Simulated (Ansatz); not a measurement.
**C2H6Cl2InN: how energies converge with the basis set**

Aim: see how fast density functionals converge with the basis set for C2H6Cl2InN.

Program: Ansatz 0.2.0, Gaussian basis. Level of theory: one geometry, several basis sets. These are calculated values, not measurements.

Levels to be run: PBE0-D4/def2-SVP; ωB97M-V/def2-SVP; PBE0-D4/def2-QZVPP; ωB97M-V/def2-QZVPP; the functionals' def2-TZVPP values are taken from earlier runs.

## Step 1: The geometry

All runs share one geometry, relaxed beforehand with PBE0-D4/def2-TZVP. In takes the def2 core potential; no spin-orbit term is included.

SMILES `C[N](C)[In]([Cl])[Cl]`, 12 atoms, charge 0, spin multiplicity 1.

Atoms are counted from 1 here; the program's logs count them from 0.

Bond lengths: C1–N2 1.441 Å, C1–H7 1.100 Å, C1–H8 1.100 Å, C1–H9 1.092 Å, N2–C3 1.441 Å, N2–In4 1.984 Å, C3–H10 1.100 Å, C3–H11 1.100 Å, C3–H12 1.092 Å, In4–Cl5 2.308 Å, In4–Cl6 2.308 Å. Angles: N2–C1–H7 111.3°, N2–C1–H8 111.4°, N2–C1–H9 111.2°, H7–C1–H8 107.4°, H7–C1–H9 107.7°, H8–C1–H9 107.7°, C1–N2–C3 114.2°, C1–N2–In4 122.9°, C3–N2–In4 122.9°, N2–C3–H10 111.4°, N2–C3–H11 111.3°, N2–C3–H12 111.2°, H10–C3–H11 107.4°, H10–C3–H12 107.7°, H11–C3–H12 107.7°, N2–In4–Cl5 120.4°, N2–In4–Cl6 120.4°, Cl5–In4–Cl6 119.3°.

As a file:

```csv
atom,x (Å),y (Å),z (Å)
C1,0.60057,-0.42066,-1.27837
N2,0.04280,-0.04086,-0.00544
C3,0.67988,-0.66196,1.12773
In4,-1.46397,1.23775,0.17231
Cl5,-2.41624,2.18720,-1.70385
Cl6,-2.28767,1.78863,2.25708
H7,0.52228,-1.50532,-1.44138
H8,1.66562,-0.15502,-1.34438
H9,0.08267,0.07680,-2.10110
H10,1.74856,-0.40725,1.17584
H11,0.60583,-1.75791,1.07681
H12,0.21966,-0.34140,2.06475
```

## Step 2: PBE0-D4 in def2-SVP

File in.yaml:

```yaml
crystal:
  periodic: [false, false, false]
  atoms:
    - {symbol: C, position_ang: [0.600572, -0.420664, -1.278369]}
    - {symbol: N, position_ang: [0.042803, -0.040855, -0.005437]}
    - {symbol: C, position_ang: [0.679880, -0.661958, 1.127731]}
    - {symbol: In, position_ang: [-1.463967, 1.237746, 0.172312]}
    - {symbol: Cl, position_ang: [-2.416242, 2.187196, -1.703851]}
    - {symbol: Cl, position_ang: [-2.287673, 1.788633, 2.257077]}
    - {symbol: H, position_ang: [0.522283, -1.505319, -1.441376]}
    - {symbol: H, position_ang: [1.665624, -0.155024, -1.344380]}
    - {symbol: H, position_ang: [0.082668, 0.076800, -2.101098]}
    - {symbol: H, position_ang: [1.748558, -0.407247, 1.175837]}
    - {symbol: H, position_ang: [0.605834, -1.757908, 1.076814]}
    - {symbol: H, position_ang: [0.219660, -0.341400, 2.064750]}
basis:
  gaussian: {orbitals: def2-SVP}
hamiltonian: {xc: pbe0, dispersion: d4}
output: {orbitals: {seedname: orbitals}}
```

On the command line:

```console
$ ansatz run in.yaml --threads 2 --pin off --events-out ev --progress --plain --max-ram 22528MiB --backend cpu
```

The runs that follow: ωB97M-V in def2-SVP; PBE0-D4 in def2-QZVPP; ωB97M-V in def2-QZVPP.

Before running them: what should the planned runs give, taken together? Wanted: PBE0-D4: double and triple zeta above quadruple; ωB97M-V: double and triple zeta above quadruple.

As calculated:

```
                                       quantity           value
PBE0-D4: double and triple zeta above quadruple  13.96, 0.99 eV
ωB97M-V: double and triple zeta above quadruple  14.03, 0.96 eV
```

For PBE0-D4 the step from double to triple zeta gains 12.97 eV and the next only 0.99 eV. These are total energies; as a rule much of such shifts cancels in differences, which this series doesn't test.
